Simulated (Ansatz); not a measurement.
# Pd6F: the cost of one run

Computed with Ansatz 0.2.0 (DFT PBE, scalar-relativistic, plane waves, PAW, unless a step's input says otherwise).

1 further run of the same task is left out (it didn't finish).

## (1) The starting structure

The structure is cubic, space group Pm-3m (No. 221). The conventional cell has a = 4.559 Å, b = 4.559 Å, c = 4.559 Å, α = 90.00°, β = 90.00°, γ = 90.00°. Pd (site symmetry 4mm) is surrounded by 5 Pd at 1.89 Å. F (site symmetry m-3m) is surrounded by 24 Pd at 3.36 Å.

As a file:

```
CELL_PARAMETERS angstrom
4.55946 0.00000 0.00000
0.00000 4.55946 0.00000
0.00000 0.00000 4.55946
ATOMIC_POSITIONS crystal
Pd 0.20700 0.50000 0.50000
Pd 0.50000 0.20700 0.50000
Pd 0.79300 0.50000 0.50000
Pd 0.50000 0.79300 0.50000
Pd 0.50000 0.50000 0.20700
Pd 0.50000 0.50000 0.79300
F 0.00000 0.00000 0.00000
```

A structure generator made this guess: species swapped into a database cell of GdB6 (Pm-3m, No. 221), with F on the Gd sites and Pd on the B sites. Its size is a rough estimate.

## (2) Probe: one point on a coarse mesh

Input file input.yaml:

```yaml
crystal:
  lattice:
    - [4.55946396, 0.0, 0.0]
    - [0.0, 4.55946396, 0.0]
    - [0.0, 0.0, 4.55946396]
  atoms:
    - { symbol: Pd, position: [0.207, 0.5, 0.5] }
    - { symbol: Pd, position: [0.5, 0.207, 0.5] }
    - { symbol: Pd, position: [0.793, 0.5, 0.5] }
    - { symbol: Pd, position: [0.5, 0.793, 0.5] }
    - { symbol: Pd, position: [0.5, 0.5, 0.207] }
    - { symbol: Pd, position: [0.5, 0.5, 0.793] }
    - { symbol: F, position: [0.0, 0.0, 0.0] }
basis:
  ecutwfc: 420
kpoints:
  mp_grid: { grid: [4, 4, 4] }
hamiltonian:
  xc: pbe
scf:
  occupations: { method: gaussian, width: 0.1 }
  lower_state_search: "off"
output:
  forces: true
  stress: true
  eigenvalues: true
```

On the command line:

```console
$ ansatz run input.yaml --threads 1 --pin off --max-ram 2048MiB --backend cpu --events-out ev --progress --plain --runs-dir out
```

Q: Estimate wall time and peak memory on 1 thread of Arm Neoverse V2, shared host.

About 3.6 s, with a peak of 0.35 GiB.
